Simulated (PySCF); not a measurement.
# Pb(NH2)2: shape, vibrations and bonding, part 2 of 2

Aim: find the relaxed shape of Pb(NH2)2, test it by its vibrations, and read charges and levels. It is a constructed species; whether it can be made isn't addressed.

PySCF 2.14.0; PBE0, Pb def2-SVP with ECP60, N def2-SVP, H def2-SVP; scalar-relativistic core potentials, no spin–orbit coupling. Earlier steps stand in the parts before.

### Step 6. Displaced along the imaginary mode

Steps are kept in the start's point group, C2.

run.py (the lines that set the calculation) reads:

```python
mol = gto.M(atom='''
Pb     0.00000     0.00000    -0.19618
N      1.73259    -0.00372     1.19367
H      1.49231    -0.69033     1.95985
H      1.85213     0.91672     1.69665
N     -1.73259     0.00372     1.19367
H     -1.49231     0.69033     1.95985
H     -1.85213    -0.91672     1.69665''',
    basis={'Pb': 'def2-SVP', 'N': 'def2-SVP', 'H': 'def2-SVP'},
    ecp={'Pb': 'def2-SVP'},
    charge=0, spin=0)
mf = dft.RKS(mol, xc='PBE0')
mf.grids.atom_grid = (50, 194)
mf = mf.density_fit()  # fitting sets: Pb def2-universal-JKFIT, N def2-universal-JKFIT, H def2-universal-JKFIT
mf.conv_tol = 1e-08; mf.max_cycle = 55
mf.kernel(dm0)  # dm0: an SCF of this state at this start
# quasi-Newton relaxation in Cartesian coordinates to a largest gradient under 0.00045 Eh/bohr, steps kept in the point group
```

Run with:

```console
$ OMP_NUM_THREADS=2 python run.py
```

No log is kept here; the results follow.

Wall time 78 s (2 threads of Arm Neoverse V1, shared host).

Along the way:

```
step  energy from step 1 (eV)  largest force component (eV/Å)
   1                   0.0000                          1.2964
   2                  -0.1492                          0.3403
   3                  -0.2464                          1.3032
   4                  -0.3419                          1.3075
   5                  -0.4867                          0.4537
   6                  -0.5458                          0.7403
   7                  -0.5963                          0.7579
   8                  -0.6461                          0.7209
   9                  -0.6997                          0.2011
  10                  -0.7305                          0.6821
  11                  -0.7648                          0.2834
  12                  -0.7900                          0.2523
  13                  -0.8053                          0.2320
  14                  -0.8086                          0.1724
  15                  -0.8116                          0.0659
  16                  -0.8127                          0.0898
  17                  -0.8131                          0.0164
  18                  -0.8133                          0.0094
  19                  -0.8135                          0.0160
  20                  -0.8136                          0.0157
  21                  -0.8136                          0.0046
```

Close pairs (by a distance rule), those that changed most:

```
  bond  before (Å)  after (Å)  change (Å)
Pb1–N2       2.221      2.139      -0.082
Pb1–N5       2.221      2.139      -0.082
 N2–H3       1.057      1.016      -0.041
 N5–H6       1.057      1.016      -0.041
 N2–H4       1.056      1.015      -0.041
 N5–H7       1.056      1.015      -0.041
```

It ends in C2 at E = -304.566587 Eh.

```
Pb    0.0000    0.0000   -0.1240
N     1.5347    0.2267    1.3481
H     1.3764    0.2946    2.3490
H     2.4815    0.5100    1.1170
N    -1.5347   -0.2267    1.3481
H    -1.3764   -0.2946    2.3490
H    -2.4815   -0.5100    1.1170
```

### Step 7. The relaxed geometry turned into its symmetry frame

run.py (the lines that set the calculation) reads:

```python
mol = gto.M(atom='''
Pb     0.00000     0.00000    -0.20297
N      1.53474     0.22666     1.26917
H      1.37636     0.29458     2.27009
H      2.48153     0.51000     1.03803
N     -1.53474    -0.22666     1.26917
H     -1.37636    -0.29458     2.27009
H     -2.48153    -0.51000     1.03803''',
    basis={'Pb': 'def2-SVP', 'N': 'def2-SVP', 'H': 'def2-SVP'},
    ecp={'Pb': 'def2-SVP'},
    charge=0, spin=0)
mf = dft.RKS(mol, xc='PBE0')
mf.grids.atom_grid = (50, 194)
mf = mf.density_fit()  # fitting sets: Pb def2-universal-JKFIT, N def2-universal-JKFIT, H def2-universal-JKFIT
mf.conv_tol = 1e-08; mf.max_cycle = 55
mf.kernel(dm0)  # dm0: free metal ions and neutral atoms
```

Run with:

```console
$ OMP_NUM_THREADS=2 python run.py
```

Log:

```text
init E= -310.814798329991
  HOMO = -0.00594296338915889  LUMO = 0.00734765199180836  gap/eV = 0.36166
cycle= 1 E= -300.939288496707  delta_E= 9.88  |g|= 2.89  |ddm|= 4.73
  HOMO = -0.361436141730147  LUMO = -0.350271718883027  gap/eV = 0.30380
cycle= 2 E= -290.309192162047  delta_E= 10.6  |g|= 6.29  |ddm|= 8.66
  HOMO = -0.363216785512476  LUMO = -0.126804801064344  gap/eV = 6.43310
cycle= 3 E= -303.5362310736  delta_E= -13.2  |g|= 1.99  |ddm|= 7.18
  HOMO = -0.19095841459783  LUMO = 0.00929636811806829  gap/eV = 5.44921
cycle= 4 E= -304.439551999793  delta_E= -0.903  |g|= 0.581  |ddm|= 2.22
  HOMO = -0.228208846644902  LUMO = -0.0480172579353777  gap/eV = 4.90326
cycle= 5 E= -304.557024339247  delta_E= -0.117  |g|= 0.177  |ddm|= 1.02
  HOMO = -0.216749585219425  LUMO = -0.0378301483477763  gap/eV = 4.86865
cycle= 6 E= -304.566551348099  delta_E= -0.00953  |g|= 0.0126  |ddm|= 0.228
  HOMO = -0.217928483198216  LUMO = -0.0378354251874935  gap/eV = 4.90058
cycle= 7 E= -304.566582960787  delta_E= -3.16e-05  |g|= 0.00385  |ddm|= 0.0153
  HOMO = -0.218211320204494  LUMO = -0.0376436401524263  gap/eV = 4.91350
cycle= 8 E= -304.566586911178  delta_E= -3.95e-06  |g|= 0.000918  |ddm|= 0.00493
  HOMO = -0.218329918041258  LUMO = -0.0376805647659602  gap/eV = 4.91572
cycle= 9 E= -304.566587150875  delta_E= -2.4e-07  |g|= 0.000157  |ddm|= 0.00136
  HOMO = -0.218337737729055  LUMO = -0.0376880900513576  gap/eV = 4.91573
cycle= 10 E= -304.566587155825  delta_E= -4.95e-09  |g|= 4.98e-05  |ddm|= 0.000178
  HOMO = -0.218353442649018  LUMO = -0.037684913835081  gap/eV = 4.91624
Extra cycle  E= -304.566587154206  delta_E= 1.62e-09  |g|= 9.6e-05  |ddm|= 0.000149
converged SCF energy = -304.566587154206
```

Wall time 2 s (2 threads of Arm Neoverse V1, shared host).

It gives: E = -304.566587 Eh, HOMO -5.94 eV, LUMO -1.03 eV, Mulliken charge on Pb1 +0.58 e. 

### Step 8. Frequencies and infrared intensities

Changes to run.py (the lines that set the calculation) since step 7:

```diff
@@ -14,3 +14,4 @@
 mf = mf.density_fit()  # fitting sets: Pb def2-universal-JKFIT, N def2-universal-JKFIT, H def2-universal-JKFIT
-mf.conv_tol = 1e-08; mf.max_cycle = 55
-mf.kernel(dm0)  # dm0: free metal ions and neutral atoms
+mf.conv_tol = 1e-10; mf.max_cycle = 55
+mf.kernel(dm0)  # dm0: the density of the relaxed state
+# Hessian and dipole derivatives by central differences of gradients, 0.02 bohr
```

Run with:

```console
$ OMP_NUM_THREADS=2 python run.py
```

No log is kept here; the results follow.

It took 64 s on 2 threads of Arm Neoverse V1, shared host.

Point group C2; negative numbers are unstable modes, and those under 60 cm⁻¹ are near the numerical noise:

```
cm⁻¹  km/mol  symmetry
  73     1.6         a
 168     0.6         a
 193   429.2         b
 308     4.3         a
 396     6.0         b
 537    83.2         b
 546    51.5         a
 559    20.9         b
 663    46.8         a
1489     6.9         b
1507     1.6         a
3579     3.1         a
3581    10.9         b
3700    12.1         a
3702    11.6         b
```

### Step 9. Charges, bond orders and levels

run.py (the lines that set the calculation) reads:

```python
mol = gto.M(atom='''
Pb     0.00000     0.00000    -0.12403
N      1.53474     0.22666     1.34811
H      1.37636     0.29458     2.34903
H      2.48153     0.51000     1.11697
N     -1.53474    -0.22666     1.34811
H     -1.37636    -0.29458     2.34903
H     -2.48153    -0.51000     1.11697''',
    basis={'Pb': 'def2-SVP', 'N': 'def2-SVP', 'H': 'def2-SVP'},
    ecp={'Pb': 'def2-SVP'},
    charge=0, spin=0)
mf = dft.RKS(mol, xc='PBE0')
mf.grids.atom_grid = (75, 302)
mf = mf.density_fit()  # fitting sets: Pb def2-universal-JKFIT, N def2-universal-JKFIT, H def2-universal-JKFIT
mf.conv_tol = 1e-09; mf.max_cycle = 55
mf.kernel(dm0)  # dm0: the density of the relaxed state
```

Run with:

```console
$ OMP_NUM_THREADS=2 python run.py
```

Log:

```text
init E= -304.566551920393
  HOMO = -0.218325219649513  LUMO = -0.0376772295380903  gap/eV = 4.91568
cycle= 1 E= -304.566551940615  delta_E= -2.02e-08  |g|= 0.000142  |ddm|= 0.000468
  HOMO = -0.21834963412476  LUMO = -0.0376797146107517  gap/eV = 4.91628
cycle= 2 E= -304.566551925642  delta_E= 1.5e-08  |g|= 0.000282  |ddm|= 0.00036
  HOMO = -0.218335464852011  LUMO = -0.0376782522170629  gap/eV = 4.91593
cycle= 3 E= -304.566551945688  delta_E= -2e-08  |g|= 1.52e-05  |ddm|= 0.000244
  HOMO = -0.218333797043806  LUMO = -0.0376781836309394  gap/eV = 4.91589
cycle= 4 E= -304.566551945718  delta_E= -2.96e-11  |g|= 1.01e-05  |ddm|= 2.02e-05
  HOMO = -0.218336757798879  LUMO = -0.0376785179394385  gap/eV = 4.91596
Extra cycle  E= -304.566551945647  delta_E= 7.12e-11  |g|= 1.97e-05  |ddm|= 2.49e-05
converged SCF energy = -304.566551945647
```

Wall time 26 s (2 threads of Arm Neoverse V1, shared host).

Read off: E = -304.566552 Eh, HOMO -5.94 eV, LUMO -1.03 eV, Mulliken charge on Pb1 +0.58 e, largest force component 0.009 eV/Å. 

Löwdin charges:

```
atom  value (e)
 Pb1       0.41
  N2      -0.30
  H3       0.05
  H4       0.05
  N5      -0.30
  H6       0.05
  H7       0.05
```

Mulliken charges: Pb1 +0.58, N2 -0.53, H3 +0.12, H4 +0.12, N5 -0.53, H6 +0.12, H7 +0.12 e.

Contacts (the nearest donor of each ligand) and Mayer bond orders:

```
     contact  distance (Å)  bond order
Pb1–N2 (NH2)         2.139        1.04
Pb1–N5 (NH2)         2.139        1.04
```

Mulliken populations of Pb1 outside the core potential: s 3.87, p 7.45, d 10.11.

Orbitals, density, ELF and potential are computed afterwards from the orbital file.

Frontier orbitals at PBE0, with the share of their density that lies nearest to each atom:

```
orbital  energy (eV)                           lies on
 HOMO-1        -6.78  N2, N5 about 34 % each; Pb1 15 %
   HOMO        -5.94            N2, N5 about 39 % each
   LUMO        -1.03  Pb1 72 %; N2, N5 about 10 % each
```

ELF in a plane through or near 7 of the atoms.

Ten even steps from ' ' (0.00) to '@' (0.99):
```
                                                        
                                                        
                                                        
                                                        
                ..::--..        ..--::..                
              ..**%%@@##--    ::##@@%%**..              
              ::%%@@@@@@++    ++@@@@@@%%::              
              ..##@@@@%%++    ++%%@@@@##..              
        ..++++==**%%@@##--    --##@@%%**==++++..        
      ..++@@@@@@**==::**==    ==**----##@@@@@@++..      
      ::##@@@@@@####--##==....==##==++%%@@@@@@##::      
      ::**@@@@@@##**##==::----::==##**##@@@@@@**..      
        ::####**------::==**##==::------**####::        
          ....      ::--**....**--::      ....          
                  ..--==++####++==--..                  
                  ::++++========++++::                  
                ..==######****####**==..                
                  ::**%%%%%%%%%%%%**::                  
                    --**##%%%%##**--                    
                      ..::----::..                      
```
The map spans 10.3 Å across and 8.2 Å up, centred on the molecule. Atoms in the plane (x, y in Å): Pb1 (0.0, -1.5), N2 (-1.5, 0.0), H3 (-1.4, 1.0), H4 (-2.5, -0.2), N5 (1.5, 0.0), H6 (1.4, 1.0), H7 (2.5, -0.2).

On the surface of density 0.002 e/bohr³ the electrostatic potential runs, from the 1st to the 99th percentile, from -1.21 V near N2 to 1.12 V near Pb1.

### Step 10. Results

The summary covers parts 1 to 2.

| quantity | value |
| --- | --- |
| state and point group | singlet, C2 |
| first geometry: modes | -444 to 3551 cm⁻¹, 2 unstable |
| first geometry: strongest infrared band (modes within 1.5 cm⁻¹ summed) | 455 cm⁻¹ (178 km/mol) |
| modes | 73 to 3702 cm⁻¹, none unstable |
| strongest infrared band (modes within 1.5 cm⁻¹ summed) | 193 cm⁻¹ (429 km/mol) |
| zero-point energy | 1.302 eV |
| ideal gas, 298 K, 1 bar | S = 331.5, Cp = 89.0 J/(mol K) |
| metal–ligand contacts | 2.14 Å |
| frontier levels | HOMO -5.94 eV, LUMO -1.03 eV |
| dipole | 0.23 D |
| mean polarisability | 7.8 Å³ |

What this shows: At the first geometry 2 modes are unstable, so this structure is a saddle point; the molecule was then pushed along the lowest one and relaxed again. All modes are real, so the structure is a minimum. The metal carries +0.41 e by Löwdin's partition against a formal +2, and bond orders to the nearest donors reach 1.04. Both measures hang on the basis. Leaving the first, C2v structure gained 0.81 eV and gave C2. One start shape was tried, so another isomer may lie lower. The bases are small and lack diffuse functions. Spin–orbit coupling is left out.
